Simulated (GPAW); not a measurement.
# BiTe (R-3m) in GPAW: further runs

The runs below take BiTe through relaxation of cell and atoms, single point, with PBEsol.

Everything below comes from runs of GPAW 26.7.0. Logs are shortened: lines on timing, memory, paths and dates and some standing lists are left out, and cuts for length are marked. The log counts tension as positive stress, the text compression.

## 1. Starting point

The structure is trigonal, space group R-3m (No. 166). Conventional cell: a = 4.845 Å, b = 4.845 Å, c = 9.952 Å, α = 90.00°, β = 90.00°, γ = 120.00°. Bi (site symmetry -3m) has 6 Te at 3.25 Å as nearest neighbours. Around Te (site symmetry -3m) lie 6 Bi at 3.25 Å.

The cell comes from a database or a generator and needn't be the stable form of this composition.

## 2. Relaxation of cell and atoms, PBEsol, target pressure 20 GPa, at which the enthalpy is minimised

run.py reads:

```python
from ase import Atoms
from ase.filters import FrechetCellFilter
from ase.io import write
from ase.optimize import BFGS
from ase.units import GPa
from gpaw import GPAW, PW, setup_paths

setup_paths.insert(0, '.')

atoms = Atoms(['Bi', 'Te'],
              cell=[[2.4227077728, 1.3987509848, 3.3172919545],
                    [-2.4227077728, 1.3987509848, 3.3172919545],
                    [0.0, -2.7975019696, 3.3172919545]],
              scaled_positions=[[0.5, 0.5, 0.5],
                                [0.0, 0.0, 0.0]],
              pbc=True)

calc = GPAW(mode=PW(600),
            xc='PBEsol',
            kpts={'size': (5, 5, 5), 'gamma': True},
            occupations={'name': 'fermi-dirac', 'width': 0.05},
            nbands=20,
            convergence={'density': 1e-05, 'forces': 0.0001},
            maxiter=150,
            txt='gpaw.txt')
atoms.calc = calc
opt = BFGS(FrechetCellFilter(atoms, scalar_pressure=20 * GPa), trajectory='relax.traj', logfile='-')
done = opt.run(fmax=0.02, steps=60)
calc.write('gs.gpw')
write('result.traj', atoms)
print('Converged:', done)
print('Cell:', atoms.cell.cellpar().round(4))
print('Volume:', round(atoms.get_volume(), 4))
print(atoms.get_scaled_positions().round(5))
```

Potentials or basis: PAW data sets generated in the run's folder for this functional, pw.

Started as:

```bash
$ gpaw-setup -f PBEsol Bi Te
$ OMP_NUM_THREADS=1 python run.py
```

gpaw.txt:

```text
__  _  _
 | _ |_)|_||  |
 |__||  | ||/\| - 26.7.0

Input parameters:
  mode=PW(ecut=600.0),
  convergence={'density': 1e-05, 'forces': 0.0001},
  kpts=MonkhorstPack(size=(5, 5, 5), gamma=True),
  maxiter=150,
  nbands=20,
  occupations=Occupations(name='fermi-dirac', width=0.05),
  xc=XC(name='PBEsol')

Diagonalizing LCAO Hamiltonian
Converting LCAO to pw mode

       Bi

       Te

Atoms  # Å, Bohr magnetons
|   | symbol |        x |        y |        z |    initial magnetic moments |
|---|--------|----------|----------|----------|-----------------------------|
| 0 |     Bi | 0.000000 | 0.000000 | 4.975938 | ( 0.0000,  0.0000,  0.0000) |
| 1 |     Te | 0.000000 | 0.000000 | 0.000000 | ( 0.0000,  0.0000,  0.0000) |

Unit cell  # Å
| periodic |         x |         y |        z |  lengths |    angles |
|----------|-----------|-----------|----------|----------|-----------|
|      yes |  2.422708 |  1.398751 | 3.317292 | 4.339406 | 67.877182 |
|      yes | -2.422708 |  1.398751 | 3.317292 | 4.339406 | 67.877182 |
|      yes |  0.000000 | -2.797502 | 3.317292 | 4.339406 | 67.877182 |
[... 208 lines left out ...]
No gap
No difference between direct/indirect transitions

Stress tensor  # eV/Ang^3
|        x |         y |         z |
|----------|-----------|-----------|
| 0.017969 |  0.000000 |  0.000000 |
| 0.000000 |  0.017969 | -0.000000 |
| 0.000000 | -0.000000 |  0.015678 |

Forces  # eV/Ang
|       x |       y |       z |
|---------|---------|---------|
| 0.00000 | 0.00000 | 0.00000 |  # Bi   0
| 0.00000 | 0.00000 | 0.00000 |  # Te   1

Interpolating wave functions to new cell

       Bi

       Te

Atoms  # Å, Bohr magnetons
|   | symbol |         x |        y |        z |    initial magnetic moments |
|---|--------|-----------|----------|----------|-----------------------------|
| 0 |     Bi | -0.000000 | 0.000000 | 4.810335 | ( 0.0000,  0.0000,  0.0000) |
| 1 |     Te | -0.000000 | 0.000000 | 0.000000 | ( 0.0000,  0.0000,  0.0000) |

Unit cell  # Å
| periodic |         x |         y |        z |  lengths |    angles |
|----------|-----------|-----------|----------|----------|-----------|
|      yes |  2.340786 |  1.351454 | 3.206890 | 4.194026 | 67.852316 |
|      yes | -2.340786 |  1.351454 | 3.206890 | 4.194026 | 67.852316 |
|      yes | -0.000000 | -2.702907 | 3.206890 | 4.194026 | 67.852316 |
[... 211 lines left out ...]
Stress tensor  # eV/Ang^3
|         x |         y |         z |
|-----------|-----------|-----------|
| -0.021168 | -0.000000 |  0.000000 |
|  0.000000 | -0.021168 | -0.000000 |
|  0.000000 | -0.000000 | -0.010515 |

Forces  # eV/Ang
|       x |       y |       z |
|---------|---------|---------|
| 0.00000 | 0.00000 | 0.00000 |  # Bi   0
| 0.00000 | 0.00000 | 0.00000 |  # Te   1

Interpolating wave functions to new cell

       Bi

       Te

Atoms  # Å, Bohr magnetons
|   | symbol |         x |        y |         z |    initial magnetic moments |
|---|--------|-----------|----------|-----------|-----------------------------|
| 0 |     Bi | -0.000000 | 0.000000 |  4.447882 | ( 0.0000,  0.0000,  0.0000) |
| 1 |     Te | -0.000000 | 0.000000 | -0.000000 | ( 0.0000,  0.0000,  0.0000) |

Unit cell  # Å
| periodic |         x |         y |        z |  lengths |    angles |
|----------|-----------|-----------|----------|----------|-----------|
|      yes |  2.180161 |  1.258716 | 2.965255 | 3.889756 | 68.179072 |
|      yes | -2.180161 |  1.258716 | 2.965255 | 3.889756 | 68.179072 |
|      yes | -0.000000 | -2.517433 | 2.965255 | 3.889756 | 68.179072 |
[... 211 lines left out ...]
Stress tensor  # eV/Ang^3
|         x |         y |         z |
|-----------|-----------|-----------|
| -0.190248 |  0.000000 |  0.000000 |
|  0.000000 | -0.190248 |  0.000000 |
|  0.000000 |  0.000000 | -0.130437 |

Forces  # eV/Ang
|       x |        y |       z |
|---------|----------|---------|
| 0.00000 |  0.00000 | 0.00000 |  # Bi   0
| 0.00000 | -0.00000 | 0.00000 |  # Te   1

Interpolating wave functions to new cell

       Bi

       Te

Atoms  # Å, Bohr magnetons
|   | symbol |         x |         y |         z |    initial magnetic moments |
|---|--------|-----------|-----------|-----------|-----------------------------|
| 0 |     Bi | -0.000000 | -0.000000 |  4.507517 | ( 0.0000,  0.0000,  0.0000) |
| 1 |     Te | -0.000000 |  0.000000 | -0.000000 | ( 0.0000,  0.0000,  0.0000) |

Unit cell  # Å
| periodic |         x |         y |        z |  lengths |    angles |
|----------|-----------|-----------|----------|----------|-----------|
|      yes |  2.224095 |  1.284082 | 3.005012 | 3.952918 | 68.478018 |
|      yes | -2.224095 |  1.284082 | 3.005012 | 3.952918 | 68.478018 |
|      yes |  0.000000 | -2.568163 | 3.005012 | 3.952918 | 68.478018 |
[... 210 lines left out ...]
Stress tensor  # eV/Ang^3
|         x |         y |         z |
|-----------|-----------|-----------|
| -0.133344 | -0.000000 |  0.000000 |
|  0.000000 | -0.133344 |  0.000000 |
|  0.000000 |  0.000000 | -0.090566 |

Forces  # eV/Ang
|       x |       y |        z |
|---------|---------|----------|
| 0.00000 | 0.00000 |  0.00000 |  # Bi   0
| 0.00000 | 0.00000 | -0.00000 |  # Te   1

Interpolating wave functions to new cell

       Bi

       Te

Atoms  # Å, Bohr magnetons
|   | symbol |         x |         y |         z |    initial magnetic moments |
|---|--------|-----------|-----------|-----------|-----------------------------|
| 0 |     Bi | -0.000000 | -0.000000 |  4.475030 | ( 0.0000,  0.0000,  0.0000) |
| 1 |     Te | -0.000000 |  0.000000 | -0.000000 | ( 0.0000,  0.0000,  0.0000) |

Unit cell  # Å
| periodic |         x |         y |        z |  lengths |    angles |
|----------|-----------|-----------|----------|----------|-----------|
|      yes |  2.227624 |  1.286119 | 2.983353 | 3.939138 | 68.875491 |
|      yes | -2.227624 |  1.286119 | 2.983353 | 3.939138 | 68.875491 |
|      yes | -0.000000 | -2.572238 | 2.983353 | 3.939138 | 68.875491 |
[... 209 lines left out ...]
Stress tensor  # eV/Ang^3
|         x |         y |         z |
|-----------|-----------|-----------|
| -0.135336 | -0.000000 |  0.000000 |
| -0.000000 | -0.135336 |  0.000000 |
| -0.000000 |  0.000000 | -0.092938 |

Forces  # eV/Ang
|       x |       y |        z |
|---------|---------|----------|
| 0.00000 | 0.00000 | -0.00000 |  # Bi   0
| 0.00000 | 0.00000 |  0.00000 |  # Te   1

Interpolating wave functions to new cell

       Bi
[... 226 lines left out ...]
Stress tensor  # eV/Ang^3
|         x |         y |         z |
|-----------|-----------|-----------|
| -0.141538 |  0.000000 |  0.000000 |
|  0.000000 | -0.141538 |  0.000000 |
|  0.000000 |  0.000000 | -0.105981 |

Forces  # eV/Ang
|        x |        y |       z |
|----------|----------|---------|
| -0.00000 | -0.00000 | 0.00000 |  # Bi   0
|  0.00000 |  0.00000 | 0.00000 |  # Te   1

Interpolating wave functions to new cell

       Bi
[... 226 lines left out ...]
Stress tensor  # eV/Ang^3
|         x |         y |         z |
|-----------|-----------|-----------|
| -0.139146 |  0.000000 | -0.000000 |
|  0.000000 | -0.139146 |  0.000000 |
| -0.000000 |  0.000000 | -0.107902 |

Forces  # eV/Ang
|       x |       y |        z |
|---------|---------|----------|
| 0.00000 | 0.00000 | -0.00000 |  # Bi   0
| 0.00000 | 0.00000 |  0.00000 |  # Te   1

Interpolating wave functions to new cell

       Bi
[... 226 lines left out ...]
Stress tensor  # eV/Ang^3
|         x |         y |         z |
|-----------|-----------|-----------|
| -0.139728 |  0.000000 | -0.000000 |
|  0.000000 | -0.139728 |  0.000000 |
| -0.000000 |  0.000000 | -0.104526 |

Forces  # eV/Ang
|       x |        y |       z |
|---------|----------|---------|
| 0.00000 | -0.00000 | 0.00000 |  # Bi   0
| 0.00000 |  0.00000 | 0.00000 |  # Te   1

Interpolating wave functions to new cell

       Bi
[... 225 lines left out ...]
Stress tensor  # eV/Ang^3
|         x |         y |         z |
|-----------|-----------|-----------|
| -0.142785 | -0.000000 |  0.000000 |
| -0.000000 | -0.142785 |  0.000000 |
|  0.000000 |  0.000000 | -0.169085 |

Forces  # eV/Ang
|        x |       y |        z |
|----------|---------|----------|
|  0.00000 | 0.00000 | -0.00000 |  # Bi   0
| -0.00000 | 0.00000 |  0.00000 |  # Te   1

Interpolating wave functions to new cell

       Bi
[... 225 lines left out ...]
Stress tensor  # eV/Ang^3
|         x |         y |         z |
|-----------|-----------|-----------|
| -0.129099 | -0.000000 |  0.000000 |
| -0.000000 | -0.129099 |  0.000000 |
|  0.000000 |  0.000000 | -0.117283 |

Forces  # eV/Ang
|       x |        y |       z |
|---------|----------|---------|
| 0.00000 | -0.00000 | 0.00000 |  # Bi   0
| 0.00000 | -0.00000 | 0.00000 |  # Te   1

Interpolating wave functions to new cell

       Bi
[... 224 lines left out ...]
Stress tensor  # eV/Ang^3
|         x |         y |         z |
|-----------|-----------|-----------|
| -0.125906 | -0.000000 | -0.000000 |
| -0.000000 | -0.125906 |  0.000000 |
| -0.000000 |  0.000000 | -0.125456 |

Forces  # eV/Ang
|        x |       y |        z |
|----------|---------|----------|
|  0.00000 | 0.00000 |  0.00000 |  # Bi   0
| -0.00000 | 0.00000 | -0.00000 |  # Te   1

Interpolating wave functions to new cell

       Bi
[... 222 lines left out ...]
Stress tensor  # eV/Ang^3
|         x |         y |         z |
|-----------|-----------|-----------|
| -0.125162 |  0.000000 | -0.000000 |
|  0.000000 | -0.125162 |  0.000000 |
| -0.000000 |  0.000000 | -0.125154 |

Forces  # eV/Ang
|        x |       y |       z |
|----------|---------|---------|
| -0.00000 | 0.00000 | 0.00000 |  # Bi   0
| -0.00000 | 0.00000 | 0.00000 |  # Te   1

# Writing to gs.gpw (mode='')
```

It took 59 s on 1 thread of AMD EPYC 9R45 (Zen 5), shared host; peak memory 0.25 GiB.

Results:

- Free energy: -8.1291 eV
- Relaxed volume: 23.21 Å³/atom
- Relaxed cell: a = 3.594 Å, b = 3.594 Å, c = 3.594 Å, α = 90.00°, β = 90.00°, γ = 90.00°
- Space group after relaxing (to 0.05 Å): Pm-3m (No. 221)
- Energy change on relaxing (the enthalpy is what falls): +351.0 meV/atom
- Ionic steps: 12
- Pressure after relaxing: 20.1 GPa
- Band gap on the k mesh: none (metal or under the smearing width)

Step by step:
```
step  energy change (eV)  largest force (eV/Å)  pressure (GPa)  volume (Å³)
   1              0.0000                0.0000           -2.76        67.45
   2             -0.0094                0.0000            2.82        60.87
   3              0.9431                0.0000           27.29        48.82
   4              0.5483                0.0000           19.08        51.49
   5              0.5608                0.0000           19.42        51.28
   6              0.6178                0.0000           20.78        49.48
   7              0.6927                0.0000           20.63        48.07
   8              0.7244                0.0000           20.51        46.69
   9              0.8642                0.0000           24.28        45.35
  10              0.7024                0.0000           20.05        46.44
  11              0.7057                0.0000           20.15        46.38
  12              0.7020                0.0000           20.05        46.41
```

Final structure:
```
CELL_PARAMETERS angstrom
2.54115 1.46714 2.07485
-2.54115 1.46714 2.07485
0.00000 -2.93427 2.07485
ATOMIC_POSITIONS crystal
Bi 0.50000 0.50000 0.50000
Te 0.00000 0.00000 0.00000
```

Caveat: later steps reuse the first step's grids; the volume moved by over 15 % at a fixed basis, so the end points are rough; spin-orbit coupling is left out, which moves the levels of the heavy elements.

## 3. Relaxation of cell and atoms, PBEsol, target pressure 30 GPa, at which the enthalpy is minimised

Edit run.py of step 2 so:

```diff
@@ -26,3 +26,3 @@
 atoms.calc = calc
-opt = BFGS(FrechetCellFilter(atoms, scalar_pressure=20 * GPa), trajectory='relax.traj', logfile='-')
+opt = BFGS(FrechetCellFilter(atoms, scalar_pressure=30 * GPa), trajectory='relax.traj', logfile='-')
 done = opt.run(fmax=0.02, steps=60)
```

Potentials or basis: PAW data sets generated in the run's folder for this functional, pw.

Started as:

```bash
$ gpaw-setup -f PBEsol Bi Te
$ OMP_NUM_THREADS=1 python run.py
```

gpaw.txt:

```text
__  _  _
 | _ |_)|_||  |
 |__||  | ||/\| - 26.7.0

Input parameters:
  mode=PW(ecut=600.0),
  convergence={'density': 1e-05, 'forces': 0.0001},
  kpts=MonkhorstPack(size=(5, 5, 5), gamma=True),
  maxiter=150,
  nbands=20,
  occupations=Occupations(name='fermi-dirac', width=0.05),
  xc=XC(name='PBEsol')

Diagonalizing LCAO Hamiltonian
Converting LCAO to pw mode

       Bi

       Te

Atoms  # Å, Bohr magnetons
|   | symbol |        x |        y |        z |    initial magnetic moments |
|---|--------|----------|----------|----------|-----------------------------|
| 0 |     Bi | 0.000000 | 0.000000 | 4.975938 | ( 0.0000,  0.0000,  0.0000) |
| 1 |     Te | 0.000000 | 0.000000 | 0.000000 | ( 0.0000,  0.0000,  0.0000) |

Unit cell  # Å
| periodic |         x |         y |        z |  lengths |    angles |
|----------|-----------|-----------|----------|----------|-----------|
|      yes |  2.422708 |  1.398751 | 3.317292 | 4.339406 | 67.877182 |
|      yes | -2.422708 |  1.398751 | 3.317292 | 4.339406 | 67.877182 |
|      yes |  0.000000 | -2.797502 | 3.317292 | 4.339406 | 67.877182 |
[... 211 lines left out ...]
Stress tensor  # eV/Ang^3
|         x |         y |         z |
|-----------|-----------|-----------|
|  0.017969 |  0.000000 |  0.000000 |
| -0.000000 |  0.017969 | -0.000000 |
|  0.000000 | -0.000000 |  0.015678 |

Forces  # eV/Ang
|        x |       y |       z |
|----------|---------|---------|
|  0.00000 | 0.00000 | 0.00000 |  # Bi   0
| -0.00000 | 0.00000 | 0.00000 |  # Te   1

Interpolating wave functions to new cell

       Bi

       Te

Atoms  # Å, Bohr magnetons
|   | symbol |         x |        y |        z |    initial magnetic moments |
|---|--------|-----------|----------|----------|-----------------------------|
| 0 |     Bi | -0.000000 | 0.000000 | 4.738552 | ( 0.0000,  0.0000,  0.0000) |
[... 1675 lines left out ...]
Forces  # eV/Ang
|        x |       y |        z |
|----------|---------|----------|
|  0.00000 | 0.00000 | -0.00000 |  # Bi   0
| -0.00000 | 0.00000 | -0.00000 |  # Te   1

Interpolating wave functions to new cell

       Bi
[... 225 lines left out ...]
Stress tensor  # eV/Ang^3
|         x |         y |         z |
|-----------|-----------|-----------|
| -0.199512 | -0.000000 | -0.000000 |
| -0.000000 | -0.199512 |  0.000000 |
| -0.000000 |  0.000000 | -0.257114 |

Forces  # eV/Ang
|       x |        y |       z |
|---------|----------|---------|
| 0.00000 | -0.00000 | 0.00000 |  # Bi   0
| 0.00000 |  0.00000 | 0.00000 |  # Te   1

Interpolating wave functions to new cell

       Bi
[... 225 lines left out ...]
Stress tensor  # eV/Ang^3
|         x |         y |         z |
|-----------|-----------|-----------|
| -0.192320 |  0.000000 | -0.000000 |
|  0.000000 | -0.192320 |  0.000000 |
| -0.000000 |  0.000000 | -0.170782 |

Forces  # eV/Ang
|        x |       y |       z |
|----------|---------|---------|
| -0.00000 | 0.00000 | 0.00000 |  # Bi   0
| -0.00000 | 0.00000 | 0.00000 |  # Te   1

Interpolating wave functions to new cell

       Bi
[... 223 lines left out ...]
Stress tensor  # eV/Ang^3
|         x |         y |         z |
|-----------|-----------|-----------|
| -0.187809 |  0.000000 |  0.000000 |
|  0.000000 | -0.187809 |  0.000000 |
|  0.000000 |  0.000000 | -0.186173 |

Forces  # eV/Ang
|       x |        y |       z |
|---------|----------|---------|
| 0.00000 | -0.00000 | 0.00000 |  # Bi   0
| 0.00000 |  0.00000 | 0.00000 |  # Te   1

Interpolating wave functions to new cell

       Bi
[... 222 lines left out ...]
Stress tensor  # eV/Ang^3
|         x |         y |         z |
|-----------|-----------|-----------|
| -0.187303 |  0.000000 |  0.000000 |
|  0.000000 | -0.187303 |  0.000000 |
|  0.000000 |  0.000000 | -0.187471 |

Forces  # eV/Ang
|        x |        y |        z |
|----------|----------|----------|
|  0.00000 | -0.00000 | -0.00000 |  # Bi   0
| -0.00000 | -0.00000 |  0.00000 |  # Te   1

# Writing to gs.gpw (mode='')
```

Wall time 52 s (1 thread of AMD EPYC 9R45 (Zen 5), shared host); peak memory 0.27 GiB.

Results:

```yaml
Free_energy: -7.7228 eV
Relaxed_volume: 21.90 Å³/atom
Relaxed_cell: a = 3.525 Å, b = 3.525 Å, c = 3.525 Å, α = 90.01°, β = 90.01°, γ = 90.01°
Space_group_after_relaxing_to_0.05_Å: Pm-3m (No. 221)
Energy_change_on_relaxing_the_enthalpy_is_what_falls: +553.4 meV/atom
Ionic_steps: 12
Pressure_after_relaxing: 30.0 GPa
Band_gap_on_the_k_mesh: none (metal or under the smearing width)
```

The path:
```tsv
step	energy change (eV)	largest force (eV/Å)	pressure (GPa)	volume (Å³)
1	0.0000	0.0000	-2.76	67.45
2	0.0643	0.0000	6.20	58.18
3	1.6758	0.0000	41.30	45.34
4	1.0094	0.0000	28.71	48.32
5	1.0234	0.0000	29.08	48.11
6	1.0521	0.0000	29.89	46.63
7	1.1075	0.0000	29.92	45.33
8	1.1235	0.0000	30.14	44.07
9	1.3327	0.0000	35.04	42.88
10	1.0948	0.0000	29.66	43.90
11	1.1061	0.0000	30.00	43.79
12	1.1068	0.0000	30.02	43.79
```

Final structure:
```yaml
crystal:
  lattice:
    - [2.49251, 1.43905, 2.03477]
    - [-2.49251, 1.43905, 2.03477]
    - [0.00000, -2.87810, 2.03477]
  atoms:
    - { symbol: Bi, position: [0.50000, 0.50000, 0.50000] }
    - { symbol: Te, position: [0.00000, 0.00000, 0.00000] }
```

Levels at points of the mesh, in eV from the Fermi level:
```tsv
k point	band 7	band 8	band 9	band 10	band 11	band 12	band 13	band 14
(0.00, 0.00, 0.00)	-6.93	-3.18	-3.17	-3.17	2.74	2.74	6.84	6.84
```

Caveat: later steps reuse the first step's grids; the volume moved by over 15 % at a fixed basis, so the end points are rough; spin-orbit coupling is left out, which moves the levels of the heavy elements.

[end of part 1 of 2]
